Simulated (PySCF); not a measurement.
# C2H9FGeSi2: electronic excitations

Aim: predict the electronic excitations of C2H9FGeSi2 (`[F][GeH2][CH]1[SiH2]C[SiH2]1`).

The runs use PySCF 2.14.0, with density-fitted response routines of our own; the level of theory stands in each step. All values are computed, except where a source is named. Atoms are numbered from 0 throughout.

### 1 The molecule as given

15 atoms, charge 0, multiplicity 1; geometry from: GFN2-xTB.

Bonds of the start (Å): F0–Ge1 1.76, Ge1–C2 1.95, C2–Si3 1.93, Si3–C4 1.92, C4–Si5 1.92, Si5–C2 1.93, Ge1–H6 1.52, Ge1–H7 1.52, C2–H8 1.09, Si3–H9 1.47, Si3–H10 1.46, C4–H11 1.09, C4–H12 1.09, Si5–H13 1.46, Si5–H14 1.47.

### 2 TDDFT and polarisability: PBE0/def2-SVPD

Job settings and geometry (Å):

```
{"job": {"kind": "uv", "xc": "PBE0", "basis": "def2-SVPD", "nstates": 8, "ntriplets": 3}, "charge": 0, "multiplicity": 1}
F      1.932357    -0.681938     1.644894
Ge     2.194826     0.038173     0.062536
C      0.430635     0.278600    -0.740967
Si    -0.716622    -1.267930    -0.633432
C     -1.872287    -0.215963     0.479050
Si    -0.781528     1.351113     0.306016
H      3.129812    -0.980795    -0.560725
H      2.973013     1.281127     0.447895
H      0.579588     0.647343    -1.753859
H     -1.274342    -1.610196    -1.947432
H     -0.147414    -2.459060    -0.004506
H     -2.892420    -0.112628     0.120157
H     -1.938943    -0.584191     1.499367
H     -0.241854     1.896558     1.551799
H     -1.379236     2.427776    -0.492704
```

Method: TDDFT PBE0/def2-SVPD, vertical, gas phase, core orbitals frozen in the response.

Launch:

```
$ OMP_NUM_THREADS=1 python probes_run.py task.json out
```

One launch serves the whole session: the jobs run in the order shown.

Predict these results of the whole session: lowest singlet (PBE0/def2-SVPD); brightest single state of those computed; lowest triplet; surface potential, 1st and 99th percentile.

The runs gave:

```
                                quantity                        value
         lowest singlet (PBE0/def2-SVPD)  6.29 eV (197 nm), f = 0.001
brightest single state of those computed  state 5, 7.10 eV, f = 0.082
                          lowest triplet                      6.05 eV
   surface potential, 1st and 99th percentile           -1.51 V and 1.33 V
```

**Reading.** The first singlet state (HOMO−1→LUMO 0.85, HOMO→LUMO 0.12) lies at 6.29 eV and is dark; of the 8 states computed, the strongest absorption comes from states 6 to 7 together at 7.23 eV. The lowest triplet lies 0.25 eV below the lowest singlet (triplets in Tamm-Dancoff, singlets in full TDDFT). By nearest atom (PBE0/def2-SVPD), the HOMO sits on C2 31 %; C4 16 % and the LUMO on Si3, Si5 about 12 % each; 4 H atoms about 10 % each.
